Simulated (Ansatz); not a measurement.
What does this script print? It uses Ansatz 0.2.0 through its Python package.

`run_prototypes.py`:
```python
# -*- coding: utf-8 -*-
"""Structural preference of Li2Pd among simple prototypes."""

import csv
import warnings

import ansatz as az
import numpy as np
import spglib


def alb2(first, second, a):
    return (
        az.Lattice.from_parameters(a, a, 1.1 * a, alpha=90, beta=90, gamma=120)
        .space_group(191)
        .atom(first, (0, 0, 0))
        .atom(second, (1 / 3, 2 / 3, 0.5))
    )


def rutile(a_site, b_site, a):
    return (
        az.Lattice.from_parameters(a, a, 0.65 * a, alpha=90, beta=90, gamma=90)
        .space_group(136)
        .atom(a_site, (0, 0, 0))
        .atom(b_site, (0.305, 0.305, 0))
    )


def cdi2(first, second, a):
    return (
        az.Lattice.from_parameters(a, a, 1.6 * a, alpha=90, beta=90, gamma=120)
        .space_group(164)
        .atom(first, (0, 0, 0))
        .atom(second, (1 / 3, 2 / 3, 0.25))
    )


def solve(name, crystal, relax=True):
    calc = (
        crystal.calculation()
        .functional(az.Functional.PBESOL)
        .basis(460)
        .kpoints(spacing=0.33)
        .occupations("fermi_dirac", width=0.1)
        .stress()
        .band_table()
    )
    if relax:
        calc = calc.relax(force_tolerance=0.03, max_steps=60, cell=True)
    return calc.run(threads=1)

def bulk_modulus(name, outcome, step=0.01):
    # B = -V dP/dV from the pressures of two uniformly scaled cells, atoms held at their fractions
    pressure = []
    for factor in (1 - step, 1.0, 1 + step):
        cell = az.Crystal(lattice=az.Lattice.of(outcome.lattice.cell_ang * factor ** (1 / 3)))
        for site in outcome.report["lattice"]["sites"]:
            cell = cell.atom(site["symbol"], site["position_frac"])
        pressure.append(np.trace(solve(name, cell, relax=False).report["stress_gpa"]) / 3)
    slope, bend = (pressure[0] - pressure[2]) / (2 * step), abs(pressure[0] + pressure[2] - 2 * pressure[1])
    # a jump of mesh or basis between the cells shows as a kink: no modulus then
    return float(slope) if bend < 12 * step**2 * abs(slope) + 0.15 and abs(pressure[1]) < 1.5 else float("nan")

def relaxed_twice(name, crystal):
    # the second pass draws mesh and plane waves anew for the relaxed cell
    first = solve(name, crystal)
    again = az.Crystal(lattice=az.Lattice.of(first.lattice.cell_ang))
    for site in first.report["lattice"]["sites"]:
        again = again.atom(site["symbol"], site["position_frac"])
    return solve(name, again)


def volume_per_atom(outcome):
    return abs(np.linalg.det(outcome.lattice.cell_ang)) / len(outcome.lattice.sites)


def space_group(outcome):
    sites = outcome.report["lattice"]["sites"]
    kinds = sorted({site["symbol"] for site in sites})
    cell = (outcome.lattice.cell_ang, [site["position_frac"] for site in sites], [kinds.index(site["symbol"]) for site in sites])
    return spglib.get_spacegroup(cell, symprec=0.01)


def pressure_gpa(outcome):
    return float(np.trace(outcome.report["stress_gpa"]) / 3)

# starting lattice constants are rough guesses; the relaxation finds the rest
warnings.simplefilter("ignore")

phases = {}
phases["AlB2"] = alb2("Pd", "Li", 3.53)
phases["rutile"] = rutile("Pd", "Li", 5.28)
phases["CdI2"] = cdi2("Pd", "Li", 3.32)

done = {}
for name, crystal in phases.items():
    try:
        done[name] = relaxed_twice(name, crystal)
    except az.NonConvergedError as error:
        print(name, "did not converge:", str(error)[:120])

energy = {name: o.report["energy_sigma0_ev"] / len(o.lattice.sites) for name, o in done.items()}
lowest = min(energy.values())
rows = [(name, len(o.lattice.sites), 1000 * (energy[name] - lowest), volume_per_atom(o), space_group(o), pressure_gpa(o), bulk_modulus(name, o)) for name, o in done.items()]
rows.sort(key=lambda row: row[2])
with open("prototypes.csv", "w", newline="") as handle:
    writer = csv.writer(handle)
    writer.writerow(["phase", "atoms", "dE (meV/atom)", "V (A^3/atom)", "space group", "P (GPa)", "B (GPa)"])
    writer.writerows([round(v, 4) if isinstance(v, float) else v for v in row] for row in rows)
print(open("prototypes.csv").read())
print("order:", " < ".join(row[0] for row in rows))
```

Running `python run_prototypes.py` prints:
```text
phase,atoms,dE (meV/atom),V (A^3/atom),space group,P (GPa),B (GPa)
AlB2,3,0.0,13.5056,P6/mmm (191),-0.0126,57.6581
CdI2,3,65.321,15.1286,P-3m1 (164),0.0254,59.4968
rutile,6,227.2577,18.6732,P4_2/mnm (136),-0.0219,41.6109

order: AlB2 < CdI2 < rutile
```

Reading the output:
- For the metals among these phases the mesh is modest: differences between phases can be off by up to 40 meV an atom.
- Pressure is positive in compression.
- The cells are built on prototypes, so most aren't the phase found in nature. Rows bear the name of their start, and a relaxation keeps or raises the symmetry. Differences under about 40 meV an atom lie within the error of mesh and functional.
- Run time: 3.1 min on 1 thread of Arm Neoverse V1, on a shared host, peak memory 0.49 GiB.

(A comment or docstring line of the script was reworded after the run, the code is as it ran.)
